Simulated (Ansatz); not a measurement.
Working through a band structure of Na2LuCuCl6, space group Fm-3m

Computed with the Ansatz DFT code, driven from Python.

At the Python prompt:
```pycon
>>> import warnings
>>> import ansatz as az
>>> import numpy as np
>>> CUTOFF = 450
>>> XC = "PBEsol"
>>> OCCUPATIONS = "fixed"
>>> KGRID = (3, 3, 3)
>>> N_EMPTY = 8
>>> warnings.simplefilter("ignore", az.DeckWarning)
>>> vectors = np.array([
...     [0.0, 5.074439, 5.074439],
...     [5.074439, 0.0, 5.074439],
...     [5.074439, 5.074439, 0.0],
... ])
>>> xtal = (
...     az.Lattice.of(vectors)
...     .atom("Na", (0.75, 0.75, 0.75))
...     .atom("Na", (0.25, 0.25, 0.25))
...     .atom("Lu", (0.0, 0.0, 0.0))
...     .atom("Cu", (0.5, 0.5, 0.5))
...     .atom("Cl", (0.74741, 0.25259, 0.25259))
...     .atom("Cl", (0.25259, 0.25259, 0.74741))
...     .atom("Cl", (0.25259, 0.74741, 0.74741))
...     .atom("Cl", (0.25259, 0.74741, 0.25259))
...     .atom("Cl", (0.74741, 0.25259, 0.74741))
...     .atom("Cl", (0.74741, 0.74741, 0.25259))
... )
>>> path = [
...     ("K", (0.375, 0.375, 0.75)),
...     ("G", (0.0, 0.0, 0.0)),
...     ("L", (0.5, 0.5, 0.5)),
...     ("W", (0.5, 0.25, 0.75)),
...     ("X", (0.5, 0.0, 0.5)),
... ]
>>> model = (
...     xtal.calculation()
...     .basis(CUTOFF)
...     .functional(XC)
...     .occupations(OCCUPATIONS)
...     .kpoints(*KGRID, center="gamma")
...     .band_structure([point for _, point in path], intervals=10)
...     .scf(extra_bands=N_EMPTY)
...     .band_table()
... )
>>> history = []
>>> done = model.session().plan().execute(on_event=lambda event: history.append(event["data"]["dr2_ev"]) if event["event"] == "scf_iter" else None)

>>> report = done.report
>>> report["published_state_doubts"]
[]
>>> report["n_iterations"], report["closed_by"]
(10, 'deck_thresholds')
>>> print("density residual by iteration (eV):", " ".join(f"{value:.1e}" for value in history[:40]))
density residual by iteration (eV): 7.4e-02 1.4e-02 3.8e-03 1.0e-03 1.5e-04 3.6e-05 4.2e-06 1.7e-06 1.0e-07 2.0e-08
>>> n_atoms = len(report["lattice"]["sites"])
>>> print("F =", round(report["free_energy_ev"], 4), "eV for", n_atoms, "atoms")
F = -30532.2382 eV for 10 atoms
>>> print("E(sigma -> 0) =", round(report["energy_sigma0_ev"], 4), "eV, TS =", round(report["entropy_ts_ev"], 5), "eV")
E(sigma -> 0) = -30532.2382 eV, TS = 0.0 eV
>>> print("closed by", report["closed_by"], "after", report["n_iterations"], "iterations")
closed by deck_thresholds after 10 iterations
>>> print("band  energy (eV)  occupation, at k =", report["kpoints_frac"][0])
band  energy (eV)  occupation, at k = [0.0, 0.0, 0.0]
>>> for band, (e, occ) in enumerate(zip(report["eigenvalues_ev"][0], report["occupations"][0]), start=1):
...     print(f"{band:4d} {e:12.4f} {occ:9.4f}")
...
   1    -105.5189    2.0000
   2     -63.1072    2.0000
   3     -63.1072    2.0000
   4     -63.1072    2.0000
   5     -51.6107    2.0000
   6     -48.1887    2.0000
   7     -48.1887    2.0000
   8     -22.3817    2.0000
   9     -22.3817    2.0000
  10     -22.3817    2.0000
  11     -20.2498    2.0000
  12     -20.2498    2.0000
  13     -20.2498    2.0000
  14     -20.2495    2.0000
  15     -20.2495    2.0000
  16     -20.2495    2.0000
  17     -11.1824    2.0000
  18     -10.5335    2.0000
  19     -10.5335    2.0000
  20     -10.5335    2.0000
  21     -10.5066    2.0000
  22     -10.5066    2.0000
  23      -1.8681    2.0000
  24      -0.4376    2.0000
  25      -0.4376    2.0000
  26      -0.4376    2.0000
  27      -0.3369    2.0000
  28      -0.3369    2.0000
  29      -0.3369    2.0000
  30      -0.3126    2.0000
  31      -0.0545    2.0000
  32      -0.0545    2.0000
  33      -0.0545    2.0000
  34      -0.0234    2.0000
  35      -0.0234    2.0000
  36      -0.0234    2.0000
  37       0.2323    2.0000
  38       0.2323    2.0000
  39       1.6316    2.0000
  40       1.6316    2.0000
  41       1.6316    2.0000
  42       1.9580    2.0000
  43       1.9580    2.0000
  44       1.9580    2.0000
  45       2.2957    2.0000
  46       2.2957    2.0000
  47       2.2957    2.0000
  48       3.8102    2.0000
  49       3.8102    2.0000
  50       3.8102    2.0000
  51       4.3484    2.0000
  52       4.3484    2.0000
  53       6.2515    0.0000
  54       7.2222    0.0000
  55       7.2791    0.0000
  56       7.7030    0.0000
  57       7.7030    0.0000
  58       7.7030    0.0000
  59      10.1286    0.0000
  60      10.1286    0.0000
>>> bands = done.band_structure()
>>> fermi = bands.fermi_energy_ev
>>> print(f"zero of the bands: {fermi:.3f} eV, the Fermi level found on the SCF mesh")
zero of the bands: 4.539 eV, the Fermi level found on the SCF mesh
>>> for spin, channel in enumerate(bands.channels):
...     print("channel", spin, "- computed levels within 6 eV of the Fermi level")
...     for i, (label, _) in enumerate(path):
...         levels = channel.eigenvalues_ev[i * 10] - fermi
...         print(f"  {label:3s}", " ".join(f"{e:7.3f}" for e in levels if abs(e) < 6))
...
channel 0 - computed levels within 6 eV of the Fermi level
  K    -5.710  -5.200  -5.002  -4.973  -4.917  -4.883  -4.881  -4.880  -4.851  -4.516  -4.496  -4.248  -4.118  -4.025  -4.017  -3.846  -3.409  -3.339  -3.305  -3.287  -3.120  -3.092  -2.811  -2.720  -2.395  -0.670  -0.569  -0.562  -0.237  -0.069   3.137   3.321   3.542   3.639   3.734   3.808   4.554   5.430
  G    -4.976  -4.976  -4.976  -4.876  -4.876  -4.876  -4.851  -4.593  -4.593  -4.593  -4.562  -4.562  -4.562  -4.306  -4.306  -2.907  -2.907  -2.907  -2.581  -2.581  -2.581  -2.243  -2.243  -2.243  -0.729  -0.729  -0.729  -0.190  -0.190   1.713   2.683   2.740   3.164   3.164   3.164   5.590   5.590
  L    -5.543  -5.437  -4.946  -4.946  -4.887  -4.887  -4.873  -4.851  -4.811  -4.684  -4.684  -4.096  -4.091  -4.091  -3.944  -3.927  -3.927  -3.628  -3.628  -2.707  -2.707  -2.683  -2.683  -2.604  -2.592  -0.649  -0.613  -0.613   0.062   0.062   2.884   3.292   3.382   3.382   3.435   4.212   5.183   5.314
  W    -5.668  -5.234  -5.000  -5.000  -4.911  -4.882  -4.882  -4.880  -4.851  -4.513  -4.358  -4.358  -4.107  -4.107  -4.072  -3.596  -3.432  -3.423  -3.423  -3.112  -3.087  -3.035  -3.035  -2.563  -2.563  -0.620  -0.620  -0.546  -0.276  -0.042   3.258   3.411   3.411   3.690   3.828   3.828   4.704   4.865
  X    -5.865  -5.004  -4.989  -4.989  -4.960  -4.879  -4.879  -4.879  -4.851  -4.676  -4.316  -4.242  -4.242  -3.859  -3.742  -3.597  -3.597  -3.431  -3.431  -3.392  -3.392  -3.087  -2.687  -2.687  -2.253  -0.726  -0.546  -0.546  -0.307  -0.191   2.827   3.248   3.653   3.693   3.693   4.023   4.240   5.528
```

What to keep in mind:
- Absolute energies stand on the zero of these potentials, so only differences at equal settings mean something. A total without «per atom» is that of the cell as typed.
- The run is spin-unpolarised.
- The computed bands are complete only to about 5.4 eV above the Fermi level.
- The Fermi level of a run with fixed occupations marks the highest occupied state on its mesh, not mid-gap.
- Without a Hubbard U or exact exchange, semilocal functionals often make such 3d compounds metallic or too weakly gapped.
- This cell is a computed structure, which may not be the phase found in nature.
- Gaps and levels are Kohn-Sham values on a finite set of k-points, without spin-orbit coupling.
- The whole script took 23 s on 1 thread of Arm Neoverse V1, on a shared host, peak memory 0.72 GiB.

(Lines on the test bed's own set-up are left out of the output.)
